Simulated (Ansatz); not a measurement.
**C2H7BFNSi: one species, many methods**

An exercise on one series of results from a longer session: the logs are not shown, and one member is left open.

The runs use Ansatz 0.2.0, Gaussian basis; functionals in def2-TZVPP, the program's frozen cores in correlated methods.

Plan: PBE-D4, r2SCAN-D4, PBE0-D4, B3LYP-D4, ωB97X-V, ωB97M-V, B2PLYP; CCSD(T)/def2-TZVPP; MP2/def2-QZVPP; extrapolation to the limit.

## Structure used throughout

An earlier PBE0-D4 in a triple-zeta def2 set relaxation fixed the geometry.

SMILES `B/C=C\[SiH](N)F`, 13 atoms, charge 0, spin multiplicity 1.

Atoms are counted from 1 here; the program's logs count them from 0.

Bond lengths: B1–C2 1.539 Å, B1–H7 1.196 Å, B1–H8 1.197 Å, C2–C3 1.347 Å, C2–H9 1.090 Å, C3–Si4 1.868 Å, C3–H10 1.093 Å, Si4–N5 1.701 Å, Si4–F6 1.605 Å, Si4–H11 1.477 Å, N5–H12 1.007 Å, N5–H13 1.007 Å. Angles: C2–B1–H7 121.5°, C2–B1–H8 119.6°, H7–B1–H8 118.9°, B1–C2–C3 122.1°, B1–C2–H9 120.2°, C3–C2–H9 117.7°, C2–C3–Si4 125.7°, C2–C3–H10 118.2°, Si4–C3–H10 116.1°, C3–Si4–N5 106.2°, C3–Si4–F6 107.9°, C3–Si4–H11 115.8°, N5–Si4–F6 113.6°, N5–Si4–H11 107.5°, F6–Si4–H11 106.1°, Si4–N5–H12 121.9°, Si4–N5–H13 121.0°, H12–N5–H13 111.3°.

The first run:

Input file in.yaml:

```yaml
crystal:
  periodic: [false, false, false]
  atoms:
    - {symbol: B, position_ang: [-0.252651, -2.293048, 0.498339]}
    - {symbol: C, position_ang: [0.686823, -1.224019, 1.084064]}
    - {symbol: C, position_ang: [0.653811, 0.058600, 0.674962]}
    - {symbol: Si, position_ang: [-0.427034, 0.741161, -0.687248]}
    - {symbol: N, position_ang: [0.102463, 2.333672, -0.961616]}
    - {symbol: F, position_ang: [-1.953279, 0.647739, -0.198104]}
    - {symbol: H, position_ang: [-0.338148, -3.383360, 0.982447]}
    - {symbol: H, position_ang: [-0.921514, -2.031635, -0.459555]}
    - {symbol: H, position_ang: [1.376995, -1.482080, 1.887846]}
    - {symbol: H, position_ang: [1.318373, 0.774319, 1.165286]}
    - {symbol: H, position_ang: [-0.364723, 0.024058, -1.976872]}
    - {symbol: H, position_ang: [0.309233, 2.964266, -0.204141]}
    - {symbol: H, position_ang: [-0.170048, 2.835627, -1.790610]}
basis:
  gaussian: {orbitals: def2-TZVPP}
hamiltonian: {xc: pbe, dispersion: d4}
output: {forces: true, orbitals: {seedname: orbitals}}
```

The run is started by

```console
ansatz run in.yaml --threads 4 --pin off --events-out ev --progress --plain --max-ram 10444MiB
```

Steps of the session up to this table: PBE-D4 (GGA); r2SCAN-D4 (meta-GGA); PBE0-D4 (hybrid); B3LYP-D4 (hybrid); ωB97X-V (range-separated); ωB97M-V (range-separated); B2PLYP (double hybrid); CCSD(T) in def2-TZVPP; MP2 in def2-QZVPP.

One table of the session follows, with a row left open; its other results are not shown here.

It belongs to the step «Atomisation energies». 

| method | atomisation energy (kcal/mol) |
| --- | --- |
| PBE-D4 | 1226.5 |
| r2SCAN-D4 | 1208.1 |
| PBE0-D4 | 1206.9 |
| B3LYP-D4 | 1210.0 |
| ωB97X-V | 1209.5 |
| ωB97M-V | 1211.5 |
| B2PLYP | 1196.8 |
| HF/def2-TZVPP | 897.5 |
| MP2/def2-TZVPP | 1195.0 |
| CCSD/def2-TZVPP | 1156.6 |
| CCSD(T)/def2-TZVPP | 1173.4 |
| MP2/CBS | ? |
| CCSD(T)/CBS | 1205.5 |

Q: Estimate the row for MP2/CBS from the others.

**Answer.** atomisation energy (kcal/mol): 1227.2. In the column «atomisation energy (kcal/mol)» it is the highest.
